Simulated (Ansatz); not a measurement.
**C₆H₇In: basis-set convergence**

The task here is to estimate one member of a computed series from the others.

Method: one geometry, several basis sets; program: Ansatz 0.2.0, Gaussian basis.

The runs, in order: PBE0-D4/def2-SVP; ωB97M-V/def2-SVP; PBE0-D4/def2-QZVPP; ωB97M-V/def2-QZVPP; the functionals' def2-TZVPP values are taken from earlier runs.

## The relaxed structure

An earlier PBE0-D4 in a triple-zeta def2 set relaxation fixed the geometry. In takes the def2 core potential; no spin-orbit term is included.

SMILES `[InH2][c]1ccccc1`, 14 atoms, charge 0, spin multiplicity 1.

Atoms are counted from 1 here; the program's logs count them from 0.

Bond lengths: In1–C2 2.138 Å, In1–H8 1.726 Å, In1–H9 1.726 Å, C2–C3 1.397 Å, C2–C7 1.397 Å, C3–C4 1.388 Å, C3–H10 1.086 Å, C4–C5 1.387 Å, C4–H11 1.085 Å, C5–C6 1.387 Å, C5–H12 1.084 Å, C6–C7 1.388 Å, C6–H13 1.085 Å, C7–H14 1.086 Å. Angles: C2–In1–H8 118.7°, C2–In1–H9 118.7°, H8–In1–H9 122.6°, In1–C2–C3 121.1°, In1–C2–C7 121.0°, C3–C2–C7 117.9°, C2–C3–C4 121.2°, C2–C3–H10 120.0°, C4–C3–H10 118.8°, C3–C4–C5 119.9°, C3–C4–H11 120.0°, C5–C4–H11 120.0°, C4–C5–C6 119.9°, C4–C5–H12 120.1°, C6–C5–H12 120.1°, C5–C6–C7 119.9°, C5–C6–H13 120.0°, C7–C6–H13 120.0° and more.

The first run:

in.yaml reads:

```yaml
crystal:
  periodic: [false, false, false]
  atoms:
    - {symbol: In, position_ang: [-0.245877, -1.848049, 2.155147]}
    - {symbol: C, position_ang: [-0.061616, -0.461834, 0.538452]}
    - {symbol: C, position_ang: [-0.208208, -0.877263, -0.787747]}
    - {symbol: C, position_ang: [-0.089148, 0.020252, -1.839365]}
    - {symbol: C, position_ang: [0.180090, 1.356498, -1.581681]}
    - {symbol: C, position_ang: [0.329527, 1.791176, -0.272811]}
    - {symbol: C, position_ang: [0.209319, 0.888648, 0.774380]}
    - {symbol: H, position_ang: [-0.578665, -3.502682, 1.794584]}
    - {symbol: H, position_ang: [-0.053204, -1.269392, 3.769664]}
    - {symbol: H, position_ang: [-0.419222, -1.919109, -1.010966]}
    - {symbol: H, position_ang: [-0.206450, -0.322652, -2.861638]}
    - {symbol: H, position_ang: [0.273583, 2.059790, -2.401702]}
    - {symbol: H, position_ang: [0.540050, 2.835286, -0.068127]}
    - {symbol: H, position_ang: [0.329820, 1.249321, 1.791820]}
basis:
  gaussian: {orbitals: def2-SVP}
hamiltonian: {xc: pbe0, dispersion: d4}
output: {orbitals: {seedname: orbitals}}
```

Started as:

```sh
$ ansatz run in.yaml --threads 4 --pin off --events-out ev --progress --plain --max-ram 11315MiB
```

Steps of the session up to this table: PBE0-D4 in def2-SVP; ωB97M-V in def2-SVP; PBE0-D4 in def2-QZVPP; ωB97M-V in def2-QZVPP.

One of the session's tables, all rows but one given; the rest of the session is left out.

It belongs to the step «Density functionals: the series». 

```
functional       basis  HOMO (eV)  LUMO (eV)
   PBE0-D4    def2-SVP      -7.32      -1.71
   PBE0-D4  def2-TZVPP      -7.34      -1.76
   PBE0-D4  def2-QZVPP      -7.35      -1.77
   ωB97M-V    def2-SVP      -9.39      -0.13
   ωB97M-V  def2-TZVPP          ?          ?
   ωB97M-V  def2-QZVPP      -9.43      -0.29
```

Estimate the missing values for ωB97M-V, def2-TZVPP.

As computed: HOMO (eV): -9.42; LUMO (eV): -0.26. In the column «HOMO (eV)» it lies between ωB97M-V, def2-QZVPP (-9.43) and ωB97M-V, def2-SVP (-9.39).
